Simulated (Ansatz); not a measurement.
# CH₇BOSi: up Jacob's ladder to CCSD(T)

One table from this session's results is given with a row withheld; the runs are named, their logs left out.

Program: Ansatz 0.2.0, Gaussian basis. Level of theory: functionals in def2-TZVPP, the program's frozen cores in correlated methods. These are calculated values, not measurements.

Plan: LDA (SPW92), PBE-D4, revPBE-D4, BLYP-D4, r2SCAN-D4, B97M-V, PBE0-D4, B3LYP-D4, r2SCANh-D4, r2SCAN0-D4, HSE06-D4, BHLYP-D4, CAM-B3LYP-D4, LC-ωPBE, ωB97X-V, ωB97M-V, B2PLYP, PBE-QIDH; CCSD(T)/def2-SVP; CCSD(T)/def2-TZVPP; MP2/def2-QZVPP; extrapolation to the limit; RPA on PBE.

### The relaxed structure

An earlier PBE0-D4 in a triple-zeta def2 set relaxation fixed the geometry.

11 atoms, charge 0, spin multiplicity 1.

Atoms are counted from 1 here; the program's logs count them from 0.

Bond lengths: O1–B2 1.358 Å, O1–H5 0.960 Å, B2–C3 1.552 Å, B2–H6 1.205 Å, C3–Si4 1.880 Å, C3–H7 1.095 Å, C3–H8 1.094 Å, Si4–H9 1.488 Å, Si4–H10 1.488 Å, Si4–H11 1.487 Å. Angles: B2–O1–H5 113.1°, O1–B2–C3 119.0°, O1–B2–H6 119.2°, C3–B2–H6 121.8°, B2–C3–Si4 110.9°, B2–C3–H7 111.3°, B2–C3–H8 112.1°, Si4–C3–H7 105.8°, Si4–C3–H8 107.2°, H7–C3–H8 109.2°, C3–Si4–H9 110.5°, C3–Si4–H10 110.6°, C3–Si4–H11 110.7°, H9–Si4–H10 108.2°, H9–Si4–H11 108.5°, H10–Si4–H11 108.3°.

The first run:

in.yaml reads:

```yaml
crystal:
  periodic: [false, false, false]
  atoms:
    - {symbol: O, position_ang: [-0.338007, 2.100564, 0.562085]}
    - {symbol: B, position_ang: [-0.553664, 0.790965, 0.848107]}
    - {symbol: C, position_ang: [0.571700, -0.237281, 0.556220]}
    - {symbol: Si, position_ang: [0.299841, -1.076437, -1.104222]}
    - {symbol: H, position_ang: [-1.098860, 2.656331, 0.743779]}
    - {symbol: H, position_ang: [-1.624133, 0.453535, 1.287316]}
    - {symbol: H, position_ang: [0.578437, -1.041228, 1.299305]}
    - {symbol: H, position_ang: [1.559975, 0.231934, 0.523562]}
    - {symbol: H, position_ang: [1.347718, -2.104374, -1.345451]}
    - {symbol: H, position_ang: [-1.027430, -1.748293, -1.141197]}
    - {symbol: H, position_ang: [0.349724, -0.082614, -2.209003]}
basis:
  gaussian: {orbitals: def2-TZVPP}
hamiltonian: {xc: lda}
output: {orbitals: {seedname: orbitals}}
```

The run is started by

```console
$ ansatz run in.yaml --threads 2 --pin off --events-out ev --progress --plain --max-ram 4352MiB
```

Steps of the session up to this table: LDA; PBE-D4 (GGA); revPBE-D4 (GGA); BLYP-D4 (GGA); r2SCAN-D4 (meta-GGA); B97M-V (meta-GGA); PBE0-D4 (hybrid); B3LYP-D4 (hybrid); r2SCANh-D4 (hybrid); r2SCAN0-D4 (hybrid); HSE06-D4 (hybrid); BHLYP-D4 (hybrid); CAM-B3LYP-D4 (range-separated); LC-ωPBE (range-separated); ωB97X-V (range-separated); ωB97M-V (range-separated); B2PLYP (double hybrid); PBE-QIDH (double hybrid).

One table of the session follows, with a row left open; its other results are not shown here.

It belongs to the step «Frontier levels by functional». 

```
  functional  HOMO (eV)  gap (eV)
 LDA (SPW92)      -7.22      5.83
      PBE-D4      -7.15      6.03
   revPBE-D4      -7.11      6.10
     BLYP-D4      -7.07      6.09
   r2SCAN-D4      -7.45      6.69
      B97M-V      -7.60      6.72
     PBE0-D4      -8.54      8.38
    B3LYP-D4          ?         ?
  r2SCANh-D4      -7.97      7.54
  r2SCAN0-D4      -8.74      8.79
    HSE06-D4      -8.14      7.60
    BHLYP-D4      -9.85     10.67
CAM-B3LYP-D4      -9.96     10.87
     LC-ωPBE     -11.32     13.41
     ωB97X-V     -10.97     12.94
     ωB97M-V     -10.82     12.53
```

Q: Estimate the row for B3LYP-D4 from the others.

Worked estimate for «HOMO (eV)». Against the share of exact exchange, BLYP-D4 (0, -7.07), BHLYP-D4 (0.5, -9.85) give a slope of -5.56 per unit share; at 0.2 the line stands at -8.18.

As computed: HOMO (eV): -8.34; gap (eV): 7.95. In «HOMO (eV)» the line misses by +0.16.
